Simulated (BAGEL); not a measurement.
# One shape, several levels: BrCl (bromine chloride)

Aim: a comparison of 3 runs (NEVPT2(14,8)/6-31G*, CASPT2(14,8)/def2-TZVPPD, NEVPT2(14,8)/def2-TZVPPD) of BrCl (bromine chloride). 

The results are computed with BAGEL 1.2.2.

8 further runs of the same task are left out: 3 that didn't finish, 5 set aside as unsound or not needed.

**1. The system as given**

BrCl: 2 atoms, total charge 0, spin state singlet. SMILES: `ClBr`. The bond length is the measured one.

Bond lengths: Cl1–Br2 2.136 Å.

**2. A single-point energy at NEVPT2(14,8)/6-31G(d) (density fitting with cc-pvqz-jkfit, spherical functions) (run 1)**

The input, input.json:

```json
{ "bagel": [

{
  "title": "molecule",
  "basis": "6-31gs.json",
  "df_basis": "cc-pvqz-jkfit",
  "angstrom": true,
  "geometry": [
    { "atom": "Cl", "xyz": [       0.000000,       0.000000,       0.000000 ] },
    { "atom": "Br", "xyz": [       0.000000,       0.000000,       2.136065 ] }
  ]
},

{
  "title": "hf"
},

{
  "title": "casscf",
  "nstate": 1,
  "nact": 8,
  "nclosed": 19,
  "maxiter": 200,
  "natocc": true
},

{
  "title": "nevpt2",
  "nstate": 1,
  "nact": 8,
  "nclosed": 19,
  "maxiter": 200,
  "natocc": true,
  "ncore": 14
}

]}
```

The basis set 6-31G* is read from a file made from the Basis Set Exchange's data (not shown).

Launch:

```bash
$ BAGEL_NUM_THREADS=1 BAGEL input.json > input.out
```

The program printed:

```text
* using 1 threads per process

  ===============================================================
  ===============================================================

  *** Geometry ***

  { "atom" : "Cl", "xyz" : [      0.000000,      0.000000,      0.000000 ] },
  { "atom" : "Br", "xyz" : [      0.000000,      0.000000,      4.036578 ] },

  Number of auxiliary basis functions:      366

  Since a DF basis is specified, we compute 2- and 3-index integrals:
    o Being stored without compression. Storage requirement is 0.007 GB

[... 18 lines left out ...]
    * SCF iteration converged.
[... 1 line left out ...]
    * Permanent dipole moment:
[... 22 lines left out ...]
    * Second-order optimization converged. *
[... 11 lines left out ...]
     * ci vector, state   0, <S^2> = -0.0000
[... 3 lines left out ...]
    * METHOD: CASSCF                               1.13

    * freezing 14 orbitals

  === DF-NEVPT2 calculation ===

    * 3-index integral transformation done
    * assembly done

      NEVPT2 correlation energy:   -0.3329109973      0.03

          (+0)     -0.1298624131
          (+0)'    -0.0011982152
          (+1)     -0.0001774331
          (+1)'    -0.0000000000
          (+2)     -0.0000176866
          (-1)     -0.0074322740
          (-1)'    -0.0505770816
          (-2)     -0.1436458937

      NEVPT2 total energy:       -3031.9061523653

    * METHOD: NEVPT2                               4.32

  ===============================================================
```

It took 6.6 s on 1 thread of AMD EPYC 7R43 (Zen 3), shared host; peak memory 0.46 GiB.

**3. The energy at CASPT2(14,8)/def2-TZVPPD (density fitting with cc-pvqz-jkfit) (run 2)**

The input, caspt2.json:

```json
{ "bagel": [

{
  "title": "molecule",
  "basis": "def2-tzvppd.json",
  "df_basis": "cc-pvqz-jkfit",
  "angstrom": true,
  "geometry": [
    { "atom": "Cl", "xyz": [    0.000000,    0.000000,    0.000000 ] },
    { "atom": "Br", "xyz": [    0.000000,    0.000000,    2.136065 ] }
  ]
},
{ "title": "hf" },
{ "title": "casscf", "nstate": 1, "nact": 8, "nclosed": 19, "maxiter": 200, "natocc": true },
{ "title": "print", "file": "orbitals.molden", "orbitals": true },
{ "title": "smith", "method": "caspt2", "ms": true, "xms": true, "sssr": true, "shift": 0.0, "ncore": 14 }

]}
```

The basis set def2-TZVPPD is read from a file made from the Basis Set Exchange's data (not shown).

Launch:

```bash
$ BAGEL_NUM_THREADS=1 BAGEL caspt2.json > caspt2.out
```

The program printed:

```text
* using 1 threads per process

  ===============================================================
  ===============================================================

  *** Geometry ***

  { "atom" : "Cl", "xyz" : [      0.000000,      0.000000,      0.000000 ] },
  { "atom" : "Br", "xyz" : [      0.000000,      0.000000,      4.036578 ] },

  Number of auxiliary basis functions:      366

  Since a DF basis is specified, we compute 2- and 3-index integrals:
    o Being stored without compression. Storage requirement is 0.034 GB

[... 18 lines left out ...]
    * SCF iteration converged.
[... 1 line left out ...]
    * Permanent dipole moment:
[... 22 lines left out ...]
    * Second-order optimization converged. *
[... 11 lines left out ...]
     * ci vector, state   0, <S^2> = -0.0000
[... 16 lines left out ...]
    * Zeroth order energy : state  0       -9.2966955489

    * CASPT2 iteration is performed using redundant basis

      ---- iteration ----

        0    -0.44651803     0.00490538      0.24
        1    -0.44768778     0.00038320      0.23
        2    -0.44769944     0.00003993      0.23
        3    -0.44769953     0.00000352      0.24
        4    -0.44769953     0.00000035      0.24

      -------------------

    * CASPT2 energy : state  0    -3032.3739525347
        reference weight              0.8794498970

    * METHOD: SMITH                                2.00

  ===============================================================
```

It took 8.4 s on 1 thread of AMD EPYC 7R43 (Zen 3), shared host; peak memory 0.2 GiB.

**4. The energy at NEVPT2(14,8)/def2-TZVPPD (density fitting with cc-pvqz-jkfit) (run 3)**

The input, job.json:

```json
{ "bagel": [

{
  "title": "molecule",
  "basis": "def2-tzvppd.json",
  "df_basis": "cc-pvqz-jkfit",
  "angstrom": true,
  "geometry": [
    { "atom": "Cl", "xyz": [    0.000000,    0.000000,    0.000000 ] },
    { "atom": "Br", "xyz": [    0.000000,    0.000000,    2.136065 ] }
  ]
},
{ "title": "hf" },
{ "title": "nevpt2", "nstate": 1, "nact": 8, "nclosed": 19, "maxiter": 200, "natocc": true, "ncore": 14 }

]}
```

The basis set def2-TZVPPD is read from a file made from the Basis Set Exchange's data (not shown).

Launch:

```bash
$ BAGEL_NUM_THREADS=1 BAGEL job.json > job.out
```

The program printed:

```text
* using 1 threads per process

  ===============================================================
  ===============================================================

  *** Geometry ***

  { "atom" : "Cl", "xyz" : [      0.000000,      0.000000,      0.000000 ] },
  { "atom" : "Br", "xyz" : [      0.000000,      0.000000,      4.036578 ] },

  Number of auxiliary basis functions:      366

  Since a DF basis is specified, we compute 2- and 3-index integrals:
    o Being stored without compression. Storage requirement is 0.034 GB

[... 18 lines left out ...]
    * SCF iteration converged.
[... 1 line left out ...]
    * Permanent dipole moment:
[... 23 lines left out ...]
    * Second-order optimization converged. *
[... 11 lines left out ...]
     * ci vector, state   0, <S^2> = -0.0000
       2222222.     0.9872013048
       222222.2    -0.1512116380

  === DF-NEVPT2 calculation ===

    * 3-index integral transformation done
    * assembly done

      NEVPT2 correlation energy:   -0.4068055327      0.18

          (+0)     -0.0829693951
          (+0)'    -0.0021551348
          (+1)     -0.0003687278
          (+1)'    -0.0000000000
          (+2)     -0.0000177384
          (-1)     -0.0279566596
          (-1)'    -0.0606829471
          (-2)     -0.2326549298

      NEVPT2 total energy:       -3032.3330585361

    * METHOD: NEVPT2                               9.89

  ===============================================================
```

Wall time 12 s (1 thread of AMD EPYC 7R43 (Zen 3), shared host); peak memory 0.49 GiB.

**5. The series**

```csv
run,level,target root,multistate,energy (Eh),wall time
1,"NEVPT2(14,8)/6-31G* (density fitting with cc-pvqz-jkfit, spherical functions)",0,–,-3031.906152,6.6 s
2,"CASPT2(14,8)/def2-TZVPPD (density fitting with cc-pvqz-jkfit)",–,XMS,-3032.373953,8.4 s
3,"NEVPT2(14,8)/def2-TZVPPD (density fitting with cc-pvqz-jkfit)",0,–,-3032.333059,12 s
```

**6. Summary of results**

| quantity | value |
| --- | --- |
| run 3: total energy | -3032.33306 Eh |

All runs together took 27 s, the longest 12 s.
